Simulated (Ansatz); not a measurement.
# C2H6SSi2: up Jacob's ladder to CCSD(T)

Aim: compute C2H6SSi2 with functionals from several rungs and with coupled cluster. The yardstick is the atomisation energy at the CCSD(T) limit.

Computed with Ansatz 0.2.0, Gaussian basis. Level: functionals in def2-TZVPP, the program's frozen cores in correlated methods.

Plan: PBE-D4, r2SCAN-D4, PBE0-D4, B3LYP-D4, ωB97X-V, ωB97M-V, B2PLYP; CCSD(T)/def2-TZVPP; MP2/def2-QZVPP; extrapolation to the limit.

## 1. The relaxed structure

All runs share one geometry, relaxed beforehand with PBE0-D4/def2-TZVP.

SMILES `[SiH3][SiH]1C=CS1`, 11 atoms, charge 0, spin multiplicity 1.

Atoms are counted from 1 here; the program's logs count them from 0.

Bond lengths: Si1–Si2 2.335 Å, Si1–H6 1.488 Å, Si1–H7 1.485 Å, Si1–H8 1.489 Å, Si2–C3 1.844 Å, Si2–S5 2.179 Å, Si2–H9 1.488 Å, C3–C4 1.343 Å, C3–H10 1.081 Å, C4–S5 1.778 Å, C4–H11 1.087 Å. Angles: Si2–Si1–H6 110.0°, Si2–Si1–H7 108.9°, Si2–Si1–H8 110.5°, H6–Si1–H7 109.6°, H6–Si1–H8 108.6°, H7–Si1–H8 109.3°, Si1–Si2–C3 116.5°, Si1–Si2–S5 111.4°, Si1–Si2–H9 112.6°, C3–Si2–S5 80.1°, C3–Si2–H9 118.3°, S5–Si2–H9 113.9°, Si2–C3–C4 94.8°, Si2–C3–H10 139.3°, C4–C3–H10 125.8°, C3–C4–S5 112.2°, C3–C4–H11 128.5°, S5–C4–H11 119.3° and more.

## 2. PBE-D4 (GGA)

in.yaml reads:

```yaml
crystal:
  periodic: [false, false, false]
  atoms:
    - {symbol: Si, position_ang: [-1.938624, 0.024573, 0.601330]}
    - {symbol: Si, position_ang: [0.346229, 0.505005, 0.573513]}
    - {symbol: C, position_ang: [1.450059, -0.782569, -0.151177]}
    - {symbol: C, position_ang: [1.698716, -0.095707, -1.277823]}
    - {symbol: S, position_ang: [0.924448, 1.505063, -1.274501]}
    - {symbol: H, position_ang: [-2.720295, 1.280748, 0.755416]}
    - {symbol: H, position_ang: [-2.306629, -0.637818, -0.676063]}
    - {symbol: H, position_ang: [-2.266957, -0.880336, 1.737397]}
    - {symbol: H, position_ang: [0.797040, 1.207857, 1.805268]}
    - {symbol: H, position_ang: [1.801047, -1.780795, 0.071096]}
    - {symbol: H, position_ang: [2.280366, -0.402923, -2.143755]}
basis:
  gaussian: {orbitals: def2-TZVPP}
hamiltonian: {xc: pbe, dispersion: d4}
output: {forces: true, orbitals: {seedname: orbitals}}
```

On the command line:

```sh
> ansatz run in.yaml --threads 4 --pin off --events-out ev --progress --plain --max-ram 10444MiB
```

The runs that follow: r2SCAN-D4 (meta-GGA); PBE0-D4 (hybrid); B3LYP-D4 (hybrid); ωB97X-V (range-separated); ωB97M-V (range-separated); B2PLYP (double hybrid); CCSD(T) in def2-TZVPP; MP2 in def2-QZVPP.

Q: Predict the results of all the runs planned. Wanted: atomisation energy, CCSD(T)/CBS; farthest; mean size of error, hybrid; mean size of error, range-separated; gap, smallest and largest; T1 diagnostic; triples share of the correlation energy.

**Answer**, as computed:

```
                               quantity                                 value
        atomisation energy, CCSD(T)/CBS                         3875.6 kJ/mol
 functionals within 19.4 kJ/mol (0.5 %)            PBE0-D4, B3LYP-D4, ωB97M-V
                               farthest                 PBE-D4 (+66.1 kJ/mol)
             mean size of error, hybrid                           13.9 kJ/mol
    mean size of error, range-separated                           20.6 kJ/mol
              gap, smallest and largest  3.87 eV (PBE-D4), 10.10 eV (ωB97X-V)
                          T1 diagnostic                                0.0141
triples share of the correlation energy                                 4.7 %
```

**Reading.** PBE-D4 misses by +66.1 kJ/mol, or 6.0 kJ/mol for each of 11 bonds. Double hybrids carry the basis error of their MP2 part in triple zeta, and no dispersion term here, so their miss is partly the set-up's. The reference freezes the cores and leaves out relativity and excitations past (T), so misses under about 19.4 kJ/mol can't be ranked. Hartree-Fock recovers 73 % of the binding; the rest is correlation. Orbital gaps span 3.9 to 10.1 eV; exact exchange widens them.
